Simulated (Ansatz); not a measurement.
# H28O3Si13: the cost of one run

Program: Ansatz 0.2.0. Level of theory: DFT PBE, Gaussian basis def2-SVP. These are calculated values, not measurements.

**1. Starting point**

Bond lengths (14 of 43 bonds, heavy atoms first): Si1–O2 1.725 Å, O2–Si3 1.729 Å, Si3–Si4 2.240 Å, Si3–Si5 2.228 Å, Si3–Si6 2.241 Å, Si1–O7 1.728 Å, O7–Si8 1.733 Å, Si8–Si9 2.228 Å, Si8–Si10 2.238 Å, Si8–Si11 2.245 Å, Si1–O12 1.725 Å, O12–Si13 1.727 Å, Si13–Si14 2.240 Å, Si13–Si15 2.227 Å. Angles (14 of 81 angles, heavy atoms first): Si1–O2–Si3 109.8°, O2–Si1–O7 110.0°, O2–Si1–O12 109.8°, O7–Si1–O12 110.0°, O2–Si3–Si4 113.3°, O2–Si3–Si5 106.5°, O2–Si3–Si6 113.4°, Si4–Si3–Si5 106.5°, Si4–Si3–Si6 110.4°, Si5–Si3–Si6 106.2°, Si1–O7–Si8 110.7°, O7–Si8–Si9 106.6°, O7–Si8–Si10 111.5°, O7–Si8–Si11 115.8°.

Coordinates:

```xyz
44

Si   -1.2194   -0.0072    0.3878
O    -0.4295    1.4967    0.6903
Si   -1.1606    2.7447   -0.2572
Si   -3.3232    3.0724    0.2251
Si   -0.1042    4.6369    0.2624
Si   -0.8876    2.4605   -2.4637
O    -0.6420   -1.2095    1.4861
Si    1.0901   -1.2516    1.4913
Si    1.6794   -3.1611    2.4775
Si    1.9454    0.4016    2.7334
Si    2.0729   -1.2686   -0.5270
O    -0.9286   -0.5050   -1.2384
Si   -2.0752   -1.7118   -1.6965
Si   -1.9732   -3.5570   -0.4301
Si   -1.5441   -2.3307   -3.7691
Si   -4.1696   -0.9228   -1.7794
H    -2.6547    0.1452    0.6510
H    -4.1313    1.9608   -0.2922
H    -3.4827    3.1682    1.6830
H    -3.7687    4.3237   -0.4045
H     1.3225    4.4993   -0.0639
H    -0.6870    5.7426   -0.5114
H    -0.2632    4.9007    1.6997
H    -1.8157    1.4340   -2.9575
H     0.4979    2.0463   -2.7290
H    -1.1726    3.7281   -3.1527
H     3.1459   -3.2298    2.5570
H     1.1731   -4.2923    1.6860
H     1.1064   -3.2055    3.8307
H     1.2401    0.4530    4.0222
H     1.8181    1.6921    2.0425
H     3.3716    0.1311    2.9637
H     3.5139   -1.5069   -0.3607
H     1.4801   -2.3370   -1.3456
H     1.8632    0.0313   -1.1822
H    -2.8017   -4.6070   -1.0398
H    -2.4763   -3.2587    0.9188
H    -0.5763   -4.0077   -0.3501
H    -0.1877   -2.8981   -3.7692
H    -2.5066   -3.3390   -4.2359
H    -1.5898   -1.1523   -4.6472
H    -4.1771    0.3552   -2.5058
H    -5.0192   -1.8948   -2.4819
H    -4.6905   -0.7245   -0.4194
```

**2. Relaxing the atoms: H28O3Si13**

input.yaml reads:

```yaml
crystal:
  periodic: [false, false, false]
  atoms:
    - { symbol: Si, position_ang: [-1.219371, -0.007208, 0.387845] }
    - { symbol: O, position_ang: [-0.429524, 1.496651, 0.690252] }
    - { symbol: Si, position_ang: [-1.160589, 2.744727, -0.257181] }
    - { symbol: Si, position_ang: [-3.323239, 3.072422, 0.225116] }
    - { symbol: Si, position_ang: [-0.104226, 4.63689, 0.262365] }
    - { symbol: Si, position_ang: [-0.887591, 2.460516, -2.463746] }
    - { symbol: O, position_ang: [-0.642007, -1.209541, 1.486105] }
    - { symbol: Si, position_ang: [1.090127, -1.25157, 1.491262] }
    - { symbol: Si, position_ang: [1.679392, -3.161071, 2.47749] }
    - { symbol: Si, position_ang: [1.945379, 0.401575, 2.73338] }
    - { symbol: Si, position_ang: [2.072949, -1.268617, -0.526983] }
    - { symbol: O, position_ang: [-0.928629, -0.505046, -1.238382] }
    - { symbol: Si, position_ang: [-2.075179, -1.711837, -1.696511] }
    - { symbol: Si, position_ang: [-1.973162, -3.556992, -0.430068] }
    - { symbol: Si, position_ang: [-1.544116, -2.330672, -3.769052] }
    - { symbol: Si, position_ang: [-4.169606, -0.922784, -1.779416] }
    - { symbol: H, position_ang: [-2.654719, 0.145217, 0.650967] }
    - { symbol: H, position_ang: [-4.131302, 1.960825, -0.292225] }
    - { symbol: H, position_ang: [-3.482656, 3.168234, 1.683032] }
    - { symbol: H, position_ang: [-3.768678, 4.323698, -0.404529] }
    - { symbol: H, position_ang: [1.322531, 4.49928, -0.06392] }
    - { symbol: H, position_ang: [-0.686951, 5.742647, -0.51142] }
    - { symbol: H, position_ang: [-0.263216, 4.900651, 1.699664] }
    - { symbol: H, position_ang: [-1.815671, 1.433996, -2.957472] }
    - { symbol: H, position_ang: [0.497873, 2.046332, -2.728982] }
    - { symbol: H, position_ang: [-1.172555, 3.728066, -3.152723] }
    - { symbol: H, position_ang: [3.14594, -3.229793, 2.557001] }
    - { symbol: H, position_ang: [1.173114, -4.292335, 1.685992] }
    - { symbol: H, position_ang: [1.106434, -3.205546, 3.830666] }
    - { symbol: H, position_ang: [1.240071, 0.452954, 4.022178] }
    - { symbol: H, position_ang: [1.818092, 1.692056, 2.042518] }
    - { symbol: H, position_ang: [3.371645, 0.131062, 2.963696] }
    - { symbol: H, position_ang: [3.513924, -1.506898, -0.36069] }
    - { symbol: H, position_ang: [1.480099, -2.336956, -1.345631] }
    - { symbol: H, position_ang: [1.863209, 0.031285, -1.182177] }
    - { symbol: H, position_ang: [-2.80173, -4.607041, -1.039791] }
    - { symbol: H, position_ang: [-2.476296, -3.258717, 0.918815] }
    - { symbol: H, position_ang: [-0.576345, -4.007651, -0.350053] }
    - { symbol: H, position_ang: [-0.187733, -2.898098, -3.769198] }
    - { symbol: H, position_ang: [-2.506648, -3.338953, -4.235931] }
    - { symbol: H, position_ang: [-1.589812, -1.152322, -4.647236] }
    - { symbol: H, position_ang: [-4.177097, 0.355191, -2.505843] }
    - { symbol: H, position_ang: [-5.019232, -1.89478, -2.48185] }
    - { symbol: H, position_ang: [-4.690458, -0.724474, -0.419374] }
basis:
  gaussian: { orbitals: def2-SVP }
hamiltonian:
  xc: pbe
relax:
  f_tol: 0.004
  max_steps: 200
output:
  orbitals: {}
```

On the command line:

```
> ansatz run input.yaml --threads 4 --pin off --max-ram 10240MiB --backend cpu --events-out ev --progress --plain --runs-dir out
```

Q: Estimate wall time and peak memory on 4 threads of Arm Neoverse V2, shared host.

About 29 min, with a peak of 1.6 GiB.
